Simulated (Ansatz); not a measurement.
**SiClOF2 (SMILES [O][Si](F)(F)Cl) at UHSE06/def2-SVP**

What is the electronic atomisation energy of SiClOF2 at UHSE06/def2-SVP? 

Program for the calculation: Ansatz 0.2.0.

70 further runs of the same task are left out: 2 that didn't finish, 68 set aside as unsound or not needed. Runs told in other sessions of the task aren't counted.

### 1 Starting point

SiClOF2 has 5 atoms, charge 0, and is taken as a doublet. SMILES: `[O][Si](F)(F)Cl`. Geometry: relaxed at PBE0-D4/def2-TZVP.

Bond lengths: O1–Si2 1.641 Å, Si2–F3 1.569 Å, Si2–F4 1.569 Å, Si2–Cl5 2.005 Å. Angles: O1–Si2–F3 112.3°, O1–Si2–F4 112.3°, O1–Si2–Cl5 102.8°, F3–Si2–F4 106.3°, F3–Si2–Cl5 111.7°, F4–Si2–Cl5 111.7°.

### 2 The energy at UHSE06/def2-SVP

Input file input.yaml:

```yaml
crystal:
  periodic: [false, false, false]
  atoms:
    - {symbol: O, position_ang: [-0.173100, 0.048700, 1.622400]}
    - {symbol: Si, position_ang: [0.071000, -0.092200, 0.005600]}
    - {symbol: F, position_ang: [-0.374600, -1.493300, -0.542700]}
    - {symbol: F, position_ang: [1.581700, 0.074400, -0.383900]}
    - {symbol: Cl, position_ang: [-1.055100, 1.388700, -0.742800]}
basis:
  gaussian:
    orbitals: def2-SVP
output: {orbitals: {seedname: orbitals}}
hamiltonian:
  xc: hse06
accuracy: high
magnetization:
  spin_polarized: true
  initial_magnetization: 1
```

The run is started by

```
$ ansatz run input.yaml --threads 1 --pin off --max-ram 2610MiB --events-out events.jsonl --progress --plain --runs-dir runs
```

The log of the run:

```text
Warning: RAYON_NUM_THREADS=1 ignored (pool sized by the plan → 1); use --threads N
Functional definition: HSE06
  name "HSE06"
  parameter a = 0.25
  parameter omega = 0.11/bohr
  exchange = pbe_x - a*pbe_x_sr(omega) + a*exact_x_sr(omega)
  correlation = pbe_c
1499 factors; integrals over basis functions are off by at most 3.7e-9 eV
76 factors; integrals over basis functions are off by at most 8.0e-10 eV
mean field evaluation 1: about -27843.1223 eV, gradient 5.1e1 eV
mean field evaluation 2: about -27707.8892 eV, gradient 1.5e2 eV
mean field evaluation 4: about -27854.9251 eV, gradient 2.0e1 eV
mean field evaluation 8: about -27856.4173 eV, gradient 6.3e-1 eV
mean field evaluation 16: about -27856.5814 eV, gradient 1.6e-3 eV
mean field evaluation 32: about -27856.5814 eV, gradient 2.7e-6 eV
mean field -27856.58135259 eV, -1023.7104828386 hartree, gradient 5.9e-8 eV, S^2 0.752901; 2 other end points of the search recorded, 0 dependent functions left out
reference -27856.58135499 eV, -1023.7104829269 hartree; 29, 28 occupied and 49, 50 virtual orbitals, 1499 factors
Total energy: -27856.58135499 eV, -1023.7104829269 hartree
```

It took 25 s on 1 thread of Intel Xeon Platinum 8259CL at 2.50GHz (Skylake/Cascade Lake), shared host; peak memory 0.41 GiB.

### 3 The Cl atom

Input file job.yaml:

```yaml
crystal:
  periodic: [false, false, false]
  atoms:
    - {symbol: Cl, position_ang: [0.000000, 0.000000, 0.000000]}
basis:
  gaussian: {orbitals: def2-SVP}
magnetization: {spin_polarized: true, initial_magnetization: 1}
hamiltonian: {xc: {name: HSE06}}
accuracy: high
```

Run the same way, it converges to -459.83072 Eh (log not shown).

### 4 The F atom, same level

Input file in.yaml:

```yaml
crystal:
  periodic: [false, false, false]
  atoms:
    - {symbol: F, position_ang: [0.000000, 0.000000, 0.000000]}
basis:
  gaussian:
    orbitals: def2-SVP
magnetization:
  spin_polarized: true
  initial_magnetization: 1
hamiltonian:
  xc: hse06
accuracy: high
```

The run is started by

```
$ ansatz run in.yaml --threads 1 --pin off --max-ram 2610MiB --events-out events.jsonl --progress --plain --runs-dir runs
```

The log of the run:

```text
Warning: RAYON_NUM_THREADS=1 ignored (pool sized by the plan → 1); use --threads N
Functional definition: HSE06
  name "HSE06"
  parameter a = 0.25
  parameter omega = 0.11/bohr
  exchange = pbe_x - a*pbe_x_sr(omega) + a*exact_x_sr(omega)
  correlation = pbe_c
95 factors; integrals over basis functions are off by at most 1.3e-9 eV
26 factors; integrals over basis functions are off by at most 5.7e-10 eV
mean field evaluation 1: about -2708.6973 eV, gradient 4.8e0 eV
mean field evaluation 2: about -2708.7529 eV, gradient 1.8e0 eV
mean field evaluation 4: about -2708.7627 eV, gradient 1.9e-2 eV
mean field evaluation 8: about -2708.7625 eV, gradient 1.2e-4 eV
mean field -2708.76248407 eV, -99.5451852242 hartree, gradient 5.0e-8 eV, S^2 0.751076; 0 other end points of the search recorded, 0 dependent functions left out
reference -2708.76248454 eV, -99.5451852415 hartree; 5, 4 occupied and 9, 10 virtual orbitals, 95 factors
Total energy: -2708.76248454 eV, -99.5451852415 hartree
```

Run time: 0.57 s. Hardware: 1 thread of Intel Xeon Platinum 8259CL at 2.50GHz (Skylake/Cascade Lake), shared host.

### 5 The O atom, same level

Input file in.yaml:

```yaml
crystal:
  periodic: [false, false, false]
  atoms:
    - {symbol: O, position_ang: [0.000000, 0.000000, 0.000000]}
basis:
  gaussian:
    orbitals: def2-SVP
total_charge: 0
magnetization:
  spin_polarized: true
  initial_magnetization: 2
hamiltonian:
  xc: {name: HSE06}
accuracy: high
```

Run the same way, it converges to -74.92159 Eh (log not shown).

### 6 The Si atom, same level

Input file in.yaml:

```yaml
crystal:
  periodic: [false, false, false]
  atoms:
    - {symbol: Si, position_ang: [0.000000, 0.000000, 0.000000]}
basis:
  gaussian:
    orbitals: def2-SVP
magnetization:
  spin_polarized: true
  initial_magnetization: 2
hamiltonian:
  xc: {name: HSE06}
accuracy: high
```

Run the same way, it converges to -289.14547 Eh (log not shown).

### 7 Results

At UHSE06/def2-SVP:

| quantity | value |
| --- | --- |
| molecule: total energy | -1023.71048 Eh |
| molecule: HOMO energy (highest over α and β) | -9.61 eV |
| molecule: LUMO energy (lowest over α and β) | -6.04 eV |
| molecule: ⟨S²⟩ | 0.753 |
| Cl atom: total energy | -459.83072 Eh |
| Cl atom: ⟨S²⟩ | 0.752 |
| F atom: total energy | -99.54519 Eh |
| F atom: ⟨S²⟩ | 0.751 |
| O atom: total energy | -74.92159 Eh |
| O atom: ⟨S²⟩ | 2.002 |
| Si atom: total energy | -289.14547 Eh |
| Si atom: ⟨S²⟩ | 2.004 |
| electronic atomisation energy | 19.656 eV |

What this shows: Taking the molecule apart into free atoms costs 19.66 eV (1896 kJ/mol), before zero-point energy and without spin-orbit coupling.
